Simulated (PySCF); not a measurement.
**RuBr₂: quintet, from a linear start**

Aim: relax RuBr₂ as a quintet from a linear start, check by its vibrations whether the end is a minimum, and collect its spectrum and constants.

The runs use PySCF 2.14.0; PBE0, basis Ru def2-TZVP with ECP28, Br def2-TZVP, scalar-relativistic core potentials, no spin–orbit coupling, density fitting.

## Step 1: Starting geometry

3 atoms, charge 0, spin multiplicity 5.

Bond lengths: Ru1–Br2 2.390 Å, Ru1–Br3 2.390 Å. Angles: Br2–Ru1–Br3 180.0°.

```xyz
3
charge 0 multiplicity 5
Ru    0.0000    0.0000    0.0000
Br    0.0000    0.0000    2.3900
Br    0.0000    0.0000   -2.3900
```

## Step 2: The SCF at the typed geometry

The steps below are one call of a driver around PySCF. For each, scf.py gives the equivalent set-up of the SCF; relaxations use the driver's own optimiser. After this first run the driver tries any further starts and a stability analysis.

The input, scf.py:

```python
from pyscf import gto, scf, dft
mol = gto.M(atom='''
Ru     0.000000     0.000000     0.000000
Br     0.000000     0.000000     2.390000
Br     0.000000     0.000000    -2.390000''',
    basis={'Ru': 'def2-TZVP', 'Br': 'def2-TZVP'},
    ecp={'Ru': 'def2-TZVP'},
    charge=0, spin=4)
mf = dft.UKS(mol, xc='PBE0')
mf.grids.atom_grid = (50, 194)
aux = {'Ru': 'def2-universal-JKFIT', 'Br': 'def2-universal-JKFIT'}
mf = mf.density_fit(auxbasis=aux)
mf.conv_tol = 1e-08
mf.diis_space = 10
mf.max_cycle = 60
mf.init_guess = 'minao'
mf.verbose = 4
mf.kernel()
```

Command:

```bash
$ OMP_NUM_THREADS=4 python axn.py task.json out
```

After this run come: Relaxation: linear start, quintet; Is it a minimum? Harmonic modes.

Before running it: what results should come out? Wanted: minimum; geometry; wavenumbers; dipole moment; highest occupied, lowest empty level; polar-tensor charge of Ru1; zero-point energy; atomisation energy; ⟨S²⟩.

**Answer**, as computed:

| quantity | value |
| --- | --- |
| minimum | quintet, D∞h |
| geometry | Ru–Br 2.373 Å (×2); Br–Ru–Br 180.0° |
| wavenumbers (cm⁻¹) | 44, 44, 220, 325 |
| dipole moment | 0.00 D |
| highest occupied, lowest empty level (either spin) | -7.81, -4.19 eV |
| polar-tensor charge of Ru1 | +1.18 e |
| zero-point energy | 3.8 kJ/mol |
| entropy at 298.15 K | 327.4 J/(mol K) |
| atomisation energy (no zero-point energy) | 667 kJ/mol |
| ⟨S²⟩ | 6.010 |

In words: The molecule stays D∞h, as typed, and the end point is a minimum. In the infrared the band at 325 cm⁻¹ (stretch) leads. The dipole vanishes although Ru1 carries +1.2 e by the polar tensor: the bond dipoles cancel. Most of the spin sits on Ru1 (Mulliken spin 3.56, against 4 for the whole molecule). Only this shape and spin were tried, so other structures or states may lie lower. The SCF density has lower symmetry than the nuclear frame. Open d and f shells are described by one determinant, and the ground state may have another occupation or spin.
